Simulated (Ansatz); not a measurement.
# BBrH3N: two geometries relaxed

Program: Ansatz 0.2.0. Level of theory: RHF/def2-mTZVP. These are calculated values, not measurements.

## Step 1: Starting point

Bond lengths: N1–B2 1.486 Å, B2–Br3 2.001 Å, N1–H4 0.984 Å, N1–H5 1.042 Å, B2–H6 1.173 Å. Angles: N1–B2–Br3 121.3°, N1–B2–H6 118.3°, Br3–B2–H6 120.3°, B2–N1–H4 109.0°, B2–N1–H5 110.8°, H4–N1–H5 107.1°.

As a file:

```xyz
6

N    -0.4731   -0.0698   -0.7616
B     0.2609    0.0801    0.5221
Br   -0.2640    1.4682    1.8640
H    -0.8146   -0.9906   -0.8299
H     0.1645    0.0813   -1.5722
H     1.1684   -0.6332    0.7313
```

## Step 2: End point A

input.yaml

```yaml
crystal:
  periodic: [false, false, false]
  atoms:
    - { symbol: "N", position_ang: [-0.4731, -0.0698, -0.7616] }
    - { symbol: B, position_ang: [0.2609, 0.0801, 0.5221] }
    - { symbol: Br, position_ang: [-0.264, 1.4682, 1.864] }
    - { symbol: H, position_ang: [-0.8146, -0.9906, -0.8299] }
    - { symbol: H, position_ang: [0.1645, 0.0813, -1.5722] }
    - { symbol: H, position_ang: [1.1684, -0.6332, 0.7313] }
basis:
  gaussian: { orbitals: def2-mTZVP }
hamiltonian:
  xc: hf
relax:
  f_tol: 0.015
  max_steps: 40
output:
  orbitals: {}
```

Command:

```
$ ansatz run input.yaml --threads 1 --pin off --max-ram 2048MiB --backend cpu --events-out ev --progress --plain --runs-dir out
```

**Question.** How long does this run take on 1 thread of AMD EPYC 7R43 (Zen 3), shared host, and how much memory does it need?

About 23 s, with a peak of 0.16 GiB.
